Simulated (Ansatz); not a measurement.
# GeH4O: the cost of one run

Method: cc-pVTZ, core rule «outside noble gas», up to 15 orbitals frozen; program: Ansatz 0.2.0, Gaussian basis.

Plan: UHF; CCSD(T) on RHF; CCSD(T) on UHF; BCCD(T) on RHF; CCSDT(Q) on RHF.

**1. The geometry**

The geometry derives from a PBE0/def2-TZVP stationary point (not a proven minimum). One bond is set to the value named and the two fragments are kept rigid. No spin-orbit coupling is included. The filled d shell of Ge may be among the frozen orbitals whatever the setting's name suggests.

6 atoms, charge 0, spin multiplicity 1.

Atoms are counted from 1 here; the program's logs count them from 0.

Bond lengths: Ge1–H3 1.541 Å, Ge1–H4 1.531 Å, Ge1–H5 1.541 Å, O2–H6 0.959 Å. Angles: H3–Ge1–H4 111.4°, H3–Ge1–H5 109.7°, H4–Ge1–H5 111.4°.

**2. UHF**

in.yaml

```yaml
crystal:
  periodic: [false, false, false]
  atoms:
    - {symbol: Ge, position_ang: [0.000000, -0.029124, 0.580961]}
    - {symbol: O, position_ang: [0.000000, 0.182951, -2.644074]}
    - {symbol: H, position_ang: [1.259685, -0.777591, 1.058383]}
    - {symbol: H, position_ang: [0.000000, 1.426235, 1.055835]}
    - {symbol: H, position_ang: [-1.259685, -0.777592, 1.058383]}
    - {symbol: H, position_ang: [0.000000, -0.676164, -3.070781]}
basis:
  gaussian: {orbitals: cc-pVTZ}
magnetization: {spin_polarized: true, initial_magnetization: 0}
hamiltonian: {xc: hf}
output: {orbitals: {seedname: orbitals}}
```

The run is started by

```console
$ ansatz run in.yaml --threads 1 --pin off --events-out ev --progress --plain --max-ram 2816MiB --backend cpu
```

**Question.** How long does this run take on 1 thread of AMD EPYC 7R13, shared host, and how much memory does it need?

About 13 s, with a peak of 0.42 GiB.
